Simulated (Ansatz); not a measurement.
Born–Oppenheimer molecular dynamics of a periodic cell of 36 atoms, Be (start crystal Be, start structure P6_3/mmc, volume 1.1 times the crystal's). It starts from a structure without forces on its atoms.

These are results of Ansatz, DFT PBEsol, scalar-relativistic, plane waves, PAW, not measurements. Settings: cutoff 420 eV, k mesh 2x2x2, fermi-dirac smearing 0.3 eV, no spin polarisation.

| Item | Value |
| --- | --- |
| ensemble | NVT, Langevin thermostat |
| time step | 0.75 fs |
| steps asked | 80 |
| set temperature | 3500 K |
| friction | 0.02 /fs |
| seed | 603571 |

Frames 3.75 fs apart, positions in Å.

Velocities at 0.0 fs (Å/ps):

```
Be 2.40 -8.90 -12.07
Be -14.19 13.88 8.03
Be -21.60 -21.21 3.17
Be 0.64 5.79 -8.73
Be -20.36 -6.30 2.47
Be 8.37 24.34 16.67
Be 33.80 10.04 5.52
Be 35.21 -24.12 -35.63
Be 3.73 15.37 33.59
Be -30.96 -2.36 -0.66
Be 7.68 -24.48 1.13
Be -18.79 -38.54 22.44
Be -3.14 28.59 -24.07
Be -21.90 11.95 8.61
Be -16.57 11.67 -7.35
Be 15.66 -32.64 -5.57
Be -4.50 -5.54 -8.29
Be -8.96 6.23 21.84
Be -9.64 -8.60 13.57
Be -1.61 -6.49 13.73
Be 23.15 -0.30 38.20
Be 15.34 14.80 -19.02
Be 23.46 -37.19 -1.46
Be 6.08 -20.47 10.74
Be 31.47 55.37 -15.99
Be -10.93 29.75 -15.62
Be -12.33 -4.20 -6.86
Be -13.56 -1.81 -2.29
Be 5.06 8.27 -0.24
Be -14.97 -11.14 -24.87
Be 21.01 -9.24 -14.86
Be -11.31 14.89 -9.17
Be -20.62 0.02 -7.69
Be -18.24 -0.06 -0.29
Be 30.50 15.49 10.81
Be 10.61 -2.86 10.21
```

```xyz
36
Lattice="7.1813 0.0000 0.0000 -3.5906 6.2192 0.0000 0.0000 0.0000 7.4842" Properties=species:S:1:pos:R:3 time_fs=0.0 energy_less_start_eV=0.000 T=3403
Be 0.000 1.382 0.935
Be 1.197 0.691 2.807
Be 0.000 1.382 4.678
Be 1.197 0.691 6.549
Be -1.197 3.455 0.935
Be 0.000 2.764 2.807
Be -1.197 3.455 4.678
Be 0.000 2.764 6.549
Be -2.394 5.528 0.935
Be -1.197 4.837 2.807
Be -2.394 5.528 4.678
Be -1.197 4.837 6.549
Be 2.394 1.382 0.935
Be 3.591 0.691 2.807
Be 2.394 1.382 4.678
Be 3.591 0.691 6.549
Be 1.197 3.455 0.935
Be 2.394 2.764 2.807
Be 1.197 3.455 4.678
Be 2.394 2.764 6.549
Be 0.000 5.528 0.935
Be 1.197 4.837 2.807
Be 0.000 5.528 4.678
Be 1.197 4.837 6.549
Be 4.787 1.382 0.935
Be 5.984 0.691 2.807
Be 4.787 1.382 4.678
Be 5.984 0.691 6.549
Be 3.591 3.455 0.935
Be 4.787 2.764 2.807
Be 3.591 3.455 4.678
Be 4.787 2.764 6.549
Be 2.394 5.528 0.935
Be 3.591 4.837 2.807
Be 2.394 5.528 4.678
Be 3.591 4.837 6.549
36
Lattice="7.1813 0.0000 0.0000 -3.5906 6.2192 0.0000 0.0000 0.0000 7.4842" Properties=species:S:1:pos:R:3 time_fs=3.8 energy_less_start_eV=1.232 T=3087
Be 0.024 1.358 0.903
Be 1.165 0.767 2.813
Be -0.099 1.296 4.693
Be 1.196 0.690 6.515
Be -1.256 3.445 0.942
Be 0.052 2.864 2.877
Be -1.076 3.470 4.673
Be 0.152 2.715 6.413
Be -2.357 5.569 1.051
Be -1.301 4.824 2.776
Be -2.350 5.473 4.661
Be -1.263 4.680 6.624
Be 2.390 1.504 0.849
Be 3.514 0.754 2.839
Be 2.328 1.427 4.644
Be 3.631 0.598 6.521
Be 1.163 3.417 0.931
Be 2.383 2.807 2.880
Be 1.171 3.449 4.722
Be 2.390 2.772 6.579
Be 0.077 5.541 1.107
Be 1.252 4.892 2.744
Be 0.071 5.393 4.645
Be 1.234 4.779 6.593
Be 4.909 1.580 0.879
Be 5.964 0.787 2.738
Be 4.753 1.371 4.664
Be 5.951 0.680 6.536
Be 3.606 3.469 0.951
Be 4.722 2.729 2.735
Be 3.665 3.409 4.626
Be 4.749 2.823 6.516
Be 2.292 5.519 0.913
Be 3.534 4.832 2.804
Be 2.506 5.565 4.726
Be 3.646 4.850 6.601
36
Lattice="7.1813 0.0000 0.0000 -3.5906 6.2192 0.0000 0.0000 0.0000 7.4842" Properties=species:S:1:pos:R:3 time_fs=7.5 energy_less_start_eV=4.718 T=2673
Be 0.044 1.351 0.881
Be 1.167 0.850 2.822
Be -0.176 1.211 4.698
Be 1.214 0.678 6.468
Be -1.312 3.409 0.941
Be 0.138 2.949 2.961
Be -0.954 3.486 4.641
Be 0.277 2.705 6.277
Be -2.346 5.574 1.169
Be -1.403 4.812 2.740
Be -2.311 5.445 4.664
Be -1.325 4.548 6.664
Be 2.400 1.642 0.779
Be 3.427 0.819 2.874
Be 2.278 1.520 4.571
Be 3.668 0.479 6.505
Be 1.125 3.419 0.938
Be 2.393 2.852 2.948
Be 1.161 3.474 4.765
Be 2.365 2.781 6.616
Be 0.110 5.557 1.263
Be 1.258 4.964 2.681
Be 0.121 5.307 4.583
Be 1.263 4.732 6.637
Be 4.997 1.740 0.845
Be 5.958 0.850 2.661
Be 4.747 1.356 4.668
Be 5.956 0.669 6.523
Be 3.609 3.457 1.009
Be 4.660 2.660 2.694
Be 3.698 3.346 4.573
Be 4.716 2.900 6.448
Be 2.168 5.537 0.888
Be 3.495 4.824 2.827
Be 2.579 5.558 4.785
Be 3.713 4.883 6.656
36
Lattice="7.1813 0.0000 0.0000 -3.5906 6.2192 0.0000 0.0000 0.0000 7.4842" Properties=species:S:1:pos:R:3 time_fs=11.2 energy_less_start_eV=8.918 T=1868
Be -0.013 1.372 0.857
Be 1.165 0.917 2.833
Be -0.276 1.159 4.699
Be 1.246 0.652 6.445
Be -1.359 3.414 0.948
Be 0.206 3.025 2.967
Be -0.877 3.488 4.621
Be 0.355 2.685 6.184
Be -2.384 5.607 1.236
Be -1.496 4.806 2.751
Be -2.262 5.389 4.669
Be -1.378 4.452 6.676
Be 2.418 1.783 0.706
Be 3.325 0.851 2.893
Be 2.233 1.593 4.495
Be 3.705 0.342 6.503
Be 1.053 3.464 0.929
Be 2.380 2.903 3.019
Be 1.151 3.493 4.809
Be 2.358 2.777 6.602
Be 0.085 5.561 1.376
Be 1.272 4.998 2.637
Be 0.155 5.257 4.478
Be 1.266 4.657 6.662
Be 5.049 1.841 0.819
Be 5.942 0.898 2.586
Be 4.748 1.327 4.698
Be 5.954 0.663 6.574
Be 3.624 3.448 1.041
Be 4.589 2.586 2.676
Be 3.724 3.311 4.510
Be 4.724 2.965 6.328
Be 2.067 5.551 0.880
Be 3.451 4.833 2.823
Be 2.653 5.550 4.808
Be 3.768 4.903 6.710
36
Lattice="7.1813 0.0000 0.0000 -3.5906 6.2192 0.0000 0.0000 0.0000 7.4842" Properties=species:S:1:pos:R:3 time_fs=15.0 energy_less_start_eV=11.283 T=1567
Be -0.047 1.404 0.815
Be 1.159 0.990 2.854
Be -0.339 1.206 4.724
Be 1.296 0.593 6.423
Be -1.407 3.459 0.951
Be 0.223 3.063 2.911
Be -0.845 3.476 4.621
Be 0.397 2.623 6.127
Be -2.456 5.657 1.223
Be -1.585 4.765 2.782
Be -2.191 5.338 4.687
Be -1.382 4.411 6.653
Be 2.437 1.903 0.655
Be 3.235 0.831 2.924
Be 2.167 1.679 4.432
Be 3.713 0.225 6.491
Be 0.957 3.550 0.958
Be 2.385 2.978 3.082
Be 1.129 3.503 4.810
Be 2.342 2.795 6.569
Be 0.054 5.565 1.393
Be 1.309 5.023 2.671
Be 0.149 5.237 4.377
Be 1.254 4.590 6.656
Be 5.071 1.841 0.820
Be 5.925 0.935 2.522
Be 4.763 1.283 4.747
Be 5.942 0.695 6.623
Be 3.640 3.456 1.015
Be 4.505 2.547 2.700
Be 3.723 3.264 4.491
Be 4.723 3.017 6.253
Be 2.012 5.556 0.886
Be 3.445 4.840 2.808
Be 2.690 5.525 4.848
Be 3.815 4.900 6.761
36
Lattice="7.1813 0.0000 0.0000 -3.5906 6.2192 0.0000 0.0000 0.0000 7.4842" Properties=species:S:1:pos:R:3 time_fs=18.8 energy_less_start_eV=11.813 T=1626
Be -0.034 1.444 0.786
Be 1.148 1.062 2.861
Be -0.332 1.268 4.744
Be 1.326 0.555 6.431
Be -1.407 3.523 0.959
Be 0.212 3.080 2.813
Be -0.836 3.450 4.616
Be 0.423 2.541 6.141
Be -2.516 5.705 1.192
Be -1.659 4.730 2.821
Be -2.109 5.292 4.722
Be -1.346 4.413 6.630
Be 2.463 1.982 0.622
Be 3.191 0.819 2.952
Be 2.094 1.762 4.413
Be 3.715 0.116 6.486
Be 0.916 3.647 1.050
Be 2.381 3.064 3.093
Be 1.112 3.580 4.771
Be 2.349 2.848 6.529
Be -0.004 5.536 1.355
Be 1.336 5.026 2.743
Be 0.137 5.245 4.268
Be 1.236 4.527 6.648
Be 5.046 1.787 0.846
Be 5.913 0.958 2.505
Be 4.795 1.224 4.763
Be 5.910 0.722 6.618
Be 3.658 3.434 0.972
Be 4.447 2.508 2.759
Be 3.718 3.216 4.490
Be 4.715 3.013 6.212
Be 1.952 5.532 0.897
Be 3.456 4.854 2.790
Be 2.720 5.492 4.904
Be 3.821 4.892 6.801
```

Of the whole run (60 fs, mean temperature of the second half 2494 K): The mean temperature of the second half is 29 % below the set value. A run of 0.06 ps of so small a system gives no equilibrium averages. Limits of this set-up: coarse k mesh.

Time of the run: 12 min on 1 thread of Arm Neoverse V1, on a shared host, peak memory 0.74 GiB.
